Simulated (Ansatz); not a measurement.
# SrMn2: the cost of one run

Computed with Ansatz 0.2.0 (DFT PBE, scalar-relativistic, plane waves, PAW, unless a step's input says otherwise).

## (1) Starting point

The structure is tetragonal, space group P4_2/mnm (No. 136). The conventional cell has a = 5.784 Å, b = 5.784 Å, c = 3.726 Å, α = 90.00°, β = 90.00°, γ = 90.00°. Sr (site symmetry mmm) is surrounded by 6 Mn at 2.45 to 2.50 Å. Mn (site symmetry m2m) has 3 Sr at 2.45 to 2.50 Å as nearest neighbours.

Structure file:

```cif
data_structure
_symmetry_space_group_name_H-M 'P 1'
_symmetry_Int_Tables_number 1
_cell_length_a 5.7844
_cell_length_b 5.7844
_cell_length_c 3.7258
_cell_angle_alpha 90.000
_cell_angle_beta 90.000
_cell_angle_gamma 90.000
_cell_volume 124.66
loop_
_atom_site_label
_atom_site_type_symbol
_atom_site_fract_x
_atom_site_fract_y
_atom_site_fract_z
_atom_site_occupancy
Sr1 Sr 0.00000 0.00000 0.00000 1
Sr2 Sr 0.50000 0.50000 0.50000 1
Mn1 Mn 0.30600 0.30600 0.00000 1
Mn2 Mn 0.19400 0.80600 0.50000 1
Mn3 Mn 0.69400 0.69400 0.00000 1
Mn4 Mn 0.80600 0.19400 0.50000 1
```

(A quick probe on a coarse mesh, which set the mesh and smearing, is not shown.)

## (3) Rough relaxation on the coarse mesh

input.yaml

```yaml
crystal:
  lattice:
    - [5.7844491547, 0.0, 0.0]
    - [0.0, 5.7844491547, 0.0]
    - [0.0, 0.0, 3.7257694926]
  atoms:
    - { symbol: Sr, position: [0.0, 0.0, 0.0] }
    - { symbol: Sr, position: [0.5, 0.5, 0.5] }
    - { symbol: Mn, position: [0.306, 0.306, 0.0], spin: 3.49 }
    - { symbol: Mn, position: [0.194, 0.806, 0.5], spin: 3.49 }
    - { symbol: Mn, position: [0.694, 0.694, 0.0], spin: 3.49 }
    - { symbol: Mn, position: [0.806, 0.194, 0.5], spin: 3.49 }
basis:
  ecutwfc: 420
kpoints:
  mp_grid: { grid: [4, 4, 6] }
hamiltonian:
  xc: pbe
scf:
  occupations: { method: gaussian, width: 0.1 }
  lower_state_search: "off"
output:
  forces: true
  stress: true
  eigenvalues: true
  populations: true
magnetization:
  spin_polarized: true
relax:
  adjacent_minimum: "off"
  f_tol: 0.04
  max_steps: 70
  cell: { stress_tol: 0.4 }
```

Started as:

```sh
$ ansatz run input.yaml --threads 1 --pin off --max-ram 2560MiB --backend cpu --events-out ev --progress --plain --runs-dir out
```

What time and memory should one allow on 1 thread of Intel Xeon Platinum 8375C at 2.90GHz (Ice Lake), shared host?

About 9 min, with a peak of 0.77 GiB.
